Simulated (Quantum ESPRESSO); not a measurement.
# Ge (I4_1/amd) in Quantum ESPRESSO: single point with LDA

Aim: the single point of Ge with LDA.

All numbers are computed with Quantum ESPRESSO 7.5; they aren't measurements. Logs are shortened: lines on timing, memory, paths and dates and some standing lists are left out, and cuts for length are marked.

## Step 1: The crystal as given

Symmetry: I4_1/amd, No. 141, tetragonal system. Conventional cell: a = 3.818 Å, b = 3.818 Å, c = 5.854 Å, α = 90.00°, β = 90.00°, γ = 90.00°. Ge (site symmetry -4m2) is surrounded by 4 Ge at 2.41 Å.

## Step 2: Single point, LDA

Contents of pw.in:

```
&CONTROL
  calculation = 'scf'
  prefix = 'pwscf'
  outdir = './tmp'
  pseudo_dir = './pseudo'
  tprnfor = .true.
  tstress = .true.
  disk_io = 'nowf'
/
&SYSTEM
  ibrav = 0
  nat = 2
  ntyp = 1
  ecutwfc = 78
  nbnd = 21
  occupations = 'smearing'
  smearing = 'gaussian'
  degauss = 0.00073499
/
&ELECTRONS
  conv_thr = 4d-10
  electron_maxstep = 120
  mixing_beta = 0.5
/
ATOMIC_SPECIES
Ge    72.6300 Ge.upf
CELL_PARAMETERS angstrom
   0.0000000000    2.7000000000    2.9272500000
   2.7000000000    0.0000000000    2.9272500000
   2.7000000000    2.7000000000    0.0000000000
ATOMIC_POSITIONS crystal
Ge     0.0000000000    0.0000000000    0.0000000000
Ge     0.2500000000    0.2500000000    0.2500000000
K_POINTS automatic
10 10 10 0 0 0
```

Potentials or basis: PseudoDojo 0.4.1 SR LDA standard.

Run with:

```console
$ OMP_NUM_THREADS=1 pw.x -in pw.in > pw.out
```

pw.out:

```text
This program is part of the open-source Quantum ESPRESSO suite
     for quantum simulation of materials; please cite
         "P. Giannozzi et al., J. Phys.:Condens. Matter 21 395502 (2009);
         "P. Giannozzi et al., J. Phys.:Condens. Matter 29 465901 (2017);
         "P. Giannozzi et al., J. Chem. Phys. 152 154105 (2020);
     in publications or presentations arising from this work. More details at

     Message from routine setup:
     using ibrav=0 with symmetry is DISCOURAGED, use correct ibrav instead

     G-vector sticks info
     --------------------
     sticks:   dense  smooth     PW     G-vecs:    dense   smooth      PW
     Sum        1189    1189    351                26815    26815    4345

     Using Slab Decomposition

     bravais-lattice index     =            0
     lattice parameter (alat)  =       7.5255  a.u.
     unit-cell volume          =     288.0142 (a.u.)^3
     number of atoms/cell      =            2
     number of atomic types    =            1
     number of electrons       =        28.00
     number of Kohn-Sham states=           21
     kinetic-energy cutoff     =      78.0000  Ry
     charge density cutoff     =     312.0000  Ry
     scf convergence threshold =      4.0E-10
     mixing beta               =       0.5000
     number of iterations used =            8  plain     mixing
     Exchange-correlation= SLA  PW   NOGX NOGC
                           (   1   4   0   0   0   0   0)

     celldm(1)=   7.525475  celldm(2)=   0.000000  celldm(3)=   0.000000
     celldm(4)=   0.000000  celldm(5)=   0.000000  celldm(6)=   0.000000

     crystal axes: (cart. coord. in units of alat)
               a(1) = (   0.000000   0.677998   0.735063 )
               a(2) = (   0.677998   0.000000   0.735063 )
               a(3) = (   0.677998   0.677998   0.000000 )

     reciprocal axes: (cart. coord. in units 2 pi/alat)
               b(1) = ( -0.737465  0.737465  0.680214 )
               b(2) = (  0.737465 -0.737465  0.680214 )
               b(3) = (  0.737465  0.737465 -0.680214 )

     PseudoPot. # 1 for Ge read from file:
     Ge.upf
     Pseudo is Norm-conserving + core correction, Zval = 14.0
     Generated using ONCVPSP code by D. R. Hamann
     Using radial grid of 1524 points,  6 beta functions with:
                l(1) =   0
                l(2) =   0
                l(3) =   1
                l(4) =   1
                l(5) =   2
                l(6) =   2

     atomic species   valence    mass     pseudopotential
     Ge               14.00    72.63000     Ge( 1.00)

     16 Sym. Ops., with inversion, found ( 8 have fractional translation)

   Cartesian axes

     site n.     atom                  positions (alat units)
         1        Ge     tau(   1) = (   0.0000000   0.0000000   0.0000000  )
         2        Ge     tau(   2) = (   0.3389992   0.3389992   0.3675317  )

     number of k points=   102  Gaussian smearing, width (Ry)=  0.0007

     Number of k-points >= 100: set verbosity='high' to print them.

     Dense  grid:    26815 G-vectors     FFT dimensions: (  48,  48,  48)

     Initial potential from superposition of free atoms

     starting charge      27.9987, renormalised to      28.0000
     Starting wfcs are   18 randomized atomic wfcs +    3 random wfcs

     Self-consistent Calculation

     iteration #  1     ecut=    78.00 Ry     beta= 0.50
     Davidson diagonalization with overlap
     ethr =  1.00E-02,  avg # of iterations =  5.1

     Threshold (ethr) on eigenvalues was too large:
     Diagonalizing with lowered threshold

     Davidson diagonalization with overlap
     ethr =  1.31E-04,  avg # of iterations =  3.6

     total energy              =    -356.93639725 Ry
     estimated scf accuracy    <       0.03798474 Ry

     iteration #  2     ecut=    78.00 Ry     beta= 0.50
     Davidson diagonalization with overlap
     ethr =  1.36E-04,  avg # of iterations =  1.2

     total energy              =    -356.93526622 Ry
     estimated scf accuracy    <       0.00616660 Ry

     iteration #  3     ecut=    78.00 Ry     beta= 0.50
     Davidson diagonalization with overlap
     ethr =  2.20E-05,  avg # of iterations =  3.4

     total energy              =    -356.93571071 Ry
     estimated scf accuracy    <       0.00008669 Ry

     iteration #  4     ecut=    78.00 Ry     beta= 0.50
     Davidson diagonalization with overlap
     ethr =  3.10E-07,  avg # of iterations =  4.1

     total energy              =    -356.93572120 Ry
     estimated scf accuracy    <       0.00000313 Ry

     iteration #  5     ecut=    78.00 Ry     beta= 0.50
     Davidson diagonalization with overlap
     ethr =  1.12E-08,  avg # of iterations =  1.7

     total energy              =    -356.93572121 Ry
     estimated scf accuracy    <       0.00000029 Ry

     iteration #  6     ecut=    78.00 Ry     beta= 0.50
     Davidson diagonalization with overlap
     ethr =  1.02E-09,  avg # of iterations =  2.0

     total energy              =    -356.93572132 Ry
     estimated scf accuracy    <       0.00000005 Ry

     iteration #  7     ecut=    78.00 Ry     beta= 0.50
     Davidson diagonalization with overlap
     ethr =  1.68E-10,  avg # of iterations =  2.0

     total energy              =    -356.93572132 Ry
     estimated scf accuracy    <          2.3E-09 Ry

     iteration #  8     ecut=    78.00 Ry     beta= 0.50
     Davidson diagonalization with overlap
     ethr =  8.09E-12,  avg # of iterations =  1.5

     End of self-consistent calculation

     Number of k-points >= 100: set verbosity='high' to print the bands.

     the Fermi energy is    10.1965 ev

!    total energy              =    -356.93572133 Ry
     estimated scf accuracy    <          1.1E-10 Ry
     smearing contrib. (-TS)   =      -0.00000166 Ry
     internal energy E=F+TS    =    -356.93571967 Ry

     The total energy is F=E-TS. E is the sum of the following terms:
     one-electron contribution =    -177.52486044 Ry
     hartree contribution      =     108.14381349 Ry
     xc contribution           =     -85.92432978 Ry
     ewald contribution        =    -201.63034294 Ry

     convergence has been achieved in   8 iterations

     Forces acting on atoms (cartesian axes, Ry/au):

     atom    1 type  1   force =     0.00000000   -0.00000000   -0.00000000
     atom    2 type  1   force =    -0.00000000    0.00000000    0.00000000

     Total force =     0.000000     Total SCF correction =     0.000000

     Computing stress (Cartesian axis) and pressure

          total   stress  (Ry/bohr**3)                   (kbar)     P=       29.96
   0.00036558  -0.00000000   0.00000000           53.78       -0.00        0.00
  -0.00000000   0.00036558   0.00000000           -0.00       53.78        0.00
   0.00000000   0.00000000  -0.00012024            0.00        0.00      -17.69

=------------------------------------------------------------------------------=
   JOB DONE.
=------------------------------------------------------------------------------=
```

Run time: 3.6 min. Hardware: 1 thread of Arm Neoverse N1, shared host; peak memory 0.16 GiB.

What came out:

```yaml
Free_energy: -4856.3579 eV
Pressure: 3.0 GPa
Band_gap_on_the_k_mesh: none (metal or under the smearing width)
```

Stress tensor (GPa, compression positive):
```
 5.38  0.00  0.00
 0.00  5.38  0.00
 0.00  0.00 -1.77
```
